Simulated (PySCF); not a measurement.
# AuH2 (Au(H)2-): the cost of one run

Program: PySCF 2.14.0. Level of theory: PBE0, Au def2-SVP with ECP60, H def2-SVP; scalar-relativistic core potentials, no spin–orbit coupling. These are calculated values, not measurements.

1 further run of the same task is left out (for a known fault of the program).

## 1. The starting structure

3 atoms, charge -1, spin multiplicity 1.

Bond lengths: Au1–H2 1.666 Å, Au1–H3 1.666 Å. Angles: H2–Au1–H3 180.0°.

As a file:

| atom | x (Å) | y (Å) | z (Å) |
| --- | --- | --- | --- |
| Au1 | 0.0000 | 0.0000 | 0.0000 |
| H2 | 0.0000 | 0.0000 | 1.6665 |
| H3 | 0.0000 | 0.0000 | -1.6665 |

Formal oxidation states: Au +1. An earlier session relaxed this geometry at PBE0, Au def2-SVP with ECP60, H def2-SVP (singlet, point group D∞h).

Its energy there is -136.951880 Eh.

## 2. Multiplicity 3 at the relaxed geometry

Input file run.py (the lines that set the calculation):

```python
mol = gto.M(atom='''
Au     0.00000     0.00000     0.00000
H      0.00000     0.00000     1.66648
H      0.00000     0.00000    -1.66648''',
    basis={'Au': 'def2-SVP', 'H': 'def2-SVP'},
    ecp={'Au': 'def2-SVP'},
    charge=-1, spin=2)
mf = dft.UKS(mol, xc='PBE0')
mf.grids.atom_grid = (50, 194)
mf = mf.density_fit()  # fitting sets: Au def2-universal-JKFIT, H def2-universal-JKFIT
mf.conv_tol = 1e-08; mf.max_cycle = 55
mf.kernel(dm0)  # dm0: free metal ions and neutral atoms
```

Launch:

```sh
OMP_NUM_THREADS=2 python run.py
```

**Question.** How long does this run take on 2 threads of Arm Neoverse V1, shared host?

About 1.2 s.
